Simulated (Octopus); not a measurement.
A run of Octopus 16.4 is set up as follows.

Contents of inp:

```
CalculationMode = gs
UnitsOutput = eV_Angstrom
PeriodicDimensions = 3
ExperimentalFeatures = yes
PseudopotentialSet = pseudodojo_pbesol
%LatticeParameters
 1*angstrom | 1*angstrom | 1*angstrom
%
%LatticeVectors
 3.94691 | 0 | 0
 0 | 3.94691 | 0
 0 | 0 | 3.94691
%
%ReducedCoordinates
 "Pd" | 0 | 0 | 0
 "Al" | 0.5 | 0.5 | 0
 "Al" | 0.5 | 0 | 0.5
 "Al" | 0 | 0.5 | 0.5
%
%Spacing
 0.11960333*angstrom | 0.11960333*angstrom | 0.11960333*angstrom
%
DerivativesOrder = 8
%KPointsGrid
 7 | 7 | 7
%
KPointsUseSymmetries = yes
XCFunctional = gga_x_pbe_sol + gga_c_pbe_sol
SmearingFunction = fermi_dirac
Smearing = 0.05*eV
ExtraStates = 10
Eigensolver = chebyshev_filter
ConvRelDens = 3e-7
MaximumIter = 120
%Output
 density | cube
 elf | cube
 potential | cube
%
```

Potentials or basis: pseudodojo_pbesol (PseudoDojo 0.4, PBEsol).

Command:

```console
$ OMP_NUM_THREADS=1 octopus > out.log
```

Q: What does it give for the band gap on the k mesh?

A: None (metal or under the smearing width).
